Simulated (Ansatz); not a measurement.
# SnPHO3: a short molecular-dynamics run

Program: Ansatz 0.2.0. Level of theory: DFT PBE, plane waves, PAW, scalar-relativistic, no spin polarisation. These are calculated values, not measurements.

## 1. The structure to begin with

The cell holds 12 atoms (H2O6P2Sn2): a = 6.230 Å, b = 7.198 Å, c = 4.736 Å, α = 75.19°, β = 99.77°, γ = 67.85°.

Coordinates:

```
CELL_PARAMETERS angstrom
4.72345 0.00000 4.06273
3.57892 -6.24506 0.00000
2.43438 0.00000 -4.06273
ATOMIC_POSITIONS crystal
Sn 0.75608 0.27076 0.82781
Sn 0.02684 0.72924 0.59857
P 0.36444 0.27832 0.25664
P 0.64276 0.72168 0.03496
O 0.59570 0.15860 0.17850
O 0.75430 0.84140 0.83710
O 0.14530 0.43680 0.97220
O 0.58210 0.56320 0.90900
O 0.40870 0.38640 0.48780
O 0.79510 0.61360 0.37420
H 0.26607 0.14269 0.37948
H 0.40876 0.85730 0.02217
```

## 2. The run

input.yaml

```yaml
crystal:
  lattice:
    - [4.72345, 0.0, 4.062729]
    - [3.578917, -6.24506, 0.0]
    - [2.434384, 0.0, -4.062729]
  atoms:
    - { symbol: Sn, position: [0.75608, 0.27076, 0.82781] }
    - { symbol: Sn, position: [0.02684, 0.72924, 0.59857] }
    - { symbol: P, position: [0.36444, 0.27832, 0.25664] }
    - { symbol: P, position: [0.64276, 0.72168, 0.03496] }
    - { symbol: O, position: [0.5957, 0.1586, 0.1785] }
    - { symbol: O, position: [0.7543, 0.8414, 0.8371] }
    - { symbol: O, position: [0.1453, 0.4368, 0.9722] }
    - { symbol: O, position: [0.5821, 0.5632, 0.909] }
    - { symbol: O, position: [0.4087, 0.3864, 0.4878] }
    - { symbol: O, position: [0.7951, 0.6136, 0.3742] }
    - { symbol: H, position: [0.266069, 0.142695, 0.379475] }
    - { symbol: H, position: [0.408764, 0.857305, 0.02217] }
kpoints:
  mp_grid: { grid: [3, 3, 3] }
magnetization:
  spin_polarized: false
scf:
  occupations: { method: gaussian, width: 0.1 }
hamiltonian:
  pseudopotentials: { kind: paw }
  xc: pbe
basis:
  ecutwfc: 420
md:
  timestep: 0.4
  n_steps: 60
  ensemble: nvt_nose_hoover
  temperature: 300.0
  initial_velocities: maxwell_boltzmann
  seed: 6703
```

Command:

```bash
$ ansatz run input.yaml --threads 2 --pin off --max-ram 2560MiB --backend cpu --events-out ev --progress --plain --runs-dir out
```

What time and memory should one allow on 2 threads of an x86-64 CPU, shared host?

About 2.7 min, with a peak of 0.6 GiB.
